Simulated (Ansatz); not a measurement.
**C₂H₈NO₂V: ionisation energy by level of theory**

One table from this session's results is given with a row withheld; the runs are named, their logs left out.

The runs use Ansatz 0.2.0, Gaussian basis; unrestricted cation, the program's frozen cores in correlated methods.

The runs, in order: UKS PBE-D4/def2-TZVPP; UKS r2SCAN-D4/def2-TZVPP; UKS PBE0-D4/def2-TZVPP; UKS B3LYP-D4/def2-TZVPP; UKS wB97X-V/def2-TZVPP; UKS wB97M-V/def2-TZVPP; UKS B2PLYP/def2-TZVPP; UHF-MP2/def2-TZVPP; UHF-MP2/def2-QZVPP; then −ε(HOMO) from the neutral's earlier runs with LDA (SPW92), PBE-D4, revPBE-D4, BLYP-D4, r2SCAN-D4, B97M-V, PBE0-D4, B3LYP-D4, r2SCANh-D4, r2SCAN0-D4, HSE06-D4, BHLYP-D4, CAM-B3LYP-D4, LC-ωPBE, ωB97X-V, ωB97M-V.

1 further run of the same task is left out (it didn't finish).

### The relaxed structure

An earlier PBE0-D4 in a triple-zeta def2 set relaxation fixed the geometry.

SMILES `C[O][V]([CH3])(=[NH])[OH]`, 14 atoms, charge 0, spin multiplicity 1.

Atoms are counted from 1 here; the program's logs count them from 0.

Bond lengths: C1–O2 1.399 Å, C1–H7 1.094 Å, C1–H8 1.094 Å, C1–H9 1.094 Å, O2–V3 1.740 Å, V3–C4 2.019 Å, V3–N5 1.615 Å, V3–O6 1.781 Å, C4–H10 1.091 Å, C4–H11 1.095 Å, C4–H12 1.091 Å, N5–H13 1.011 Å, O6–H14 0.961 Å. Angles: O2–C1–H7 109.6°, O2–C1–H8 109.4°, O2–C1–H9 110.9°, H7–C1–H8 108.5°, H7–C1–H9 109.2°, H8–C1–H9 109.1°, C1–O2–V3 137.8°, O2–V3–C4 105.8°, O2–V3–N5 111.4°, O2–V3–O6 116.2°, C4–V3–N5 102.8°, C4–V3–O6 107.1°, N5–V3–O6 112.4°, V3–C4–H10 109.5°, V3–C4–H11 107.2°, V3–C4–H12 110.1°, H10–C4–H11 110.1°, H10–C4–H12 109.7° and more.

The first run:

in.yaml reads:

```yaml
crystal:
  periodic: [false, false, false]
  atoms:
    - {symbol: C, position_ang: [-2.249833, -0.637496, 0.031285]}
    - {symbol: O, position_ang: [-0.974210, -0.497883, -0.525226]}
    - {symbol: V, position_ang: [0.430346, 0.503856, -0.295304]}
    - {symbol: C, position_ang: [1.842553, -0.701832, 0.498428]}
    - {symbol: N, position_ang: [0.191844, 1.592673, 0.873205]}
    - {symbol: O, position_ang: [1.127881, 1.228736, -1.764779]}
    - {symbol: H, position_ang: [-3.006809, -0.500074, -0.746945]}
    - {symbol: H, position_ang: [-2.357023, -1.644088, 0.446894]}
    - {symbol: H, position_ang: [-2.411877, 0.096758, 0.825568]}
    - {symbol: H, position_ang: [2.749065, -0.125270, 0.689590]}
    - {symbol: H, position_ang: [2.045493, -1.489685, -0.233947]}
    - {symbol: H, position_ang: [1.481667, -1.139091, 1.430472]}
    - {symbol: H, position_ang: [0.156244, 2.434516, 1.431588]}
    - {symbol: H, position_ang: [0.961658, 0.849677, -2.632126]}
basis:
  gaussian: {orbitals: def2-TZVPP}
total_charge: 1
magnetization: {spin_polarized: true, initial_magnetization: 1}
hamiltonian: {xc: pbe, dispersion: d4}
```

Among the steps run: Cation, UKS PBE-D4/def2-TZVPP; Cation, UKS r2SCAN-D4/def2-TZVPP; Cation, UKS PBE0-D4/def2-TZVPP; Cation, UKS B3LYP-D4/def2-TZVPP; Cation, UKS wB97X-V/def2-TZVPP; Cation, UKS wB97M-V/def2-TZVPP; Cation, UKS B2PLYP (frozen core)/def2-TZVPP; Cation, UHF-MP2/def2-TZVPP; Cation, UHF-MP2/def2-QZVPP.

One of the session's tables, all rows but one given; the rest of the session is left out.

For comparison, −ε(HOMO) of the neutral from earlier runs:

```
  functional  −ε(HOMO) (eV)
 LDA (SPW92)           6.52
      PBE-D4              ?
   revPBE-D4           6.26
     BLYP-D4           6.21
   r2SCAN-D4           6.61
      B97M-V           6.70
     PBE0-D4           7.75
    B3LYP-D4           7.51
  r2SCANh-D4           7.15
  r2SCAN0-D4           7.95
    HSE06-D4           7.35
    BHLYP-D4           9.06
CAM-B3LYP-D4           9.17
     LC-ωPBE          10.53
     ωB97X-V          10.18
     ωB97M-V          10.10
```

**Question.** Estimate the row for PBE-D4.

The run gave: −ε(HOMO) (eV): 6.34. In the column «−ε(HOMO) (eV)» it lies between revPBE-D4 (6.26) and LDA (SPW92) (6.52).
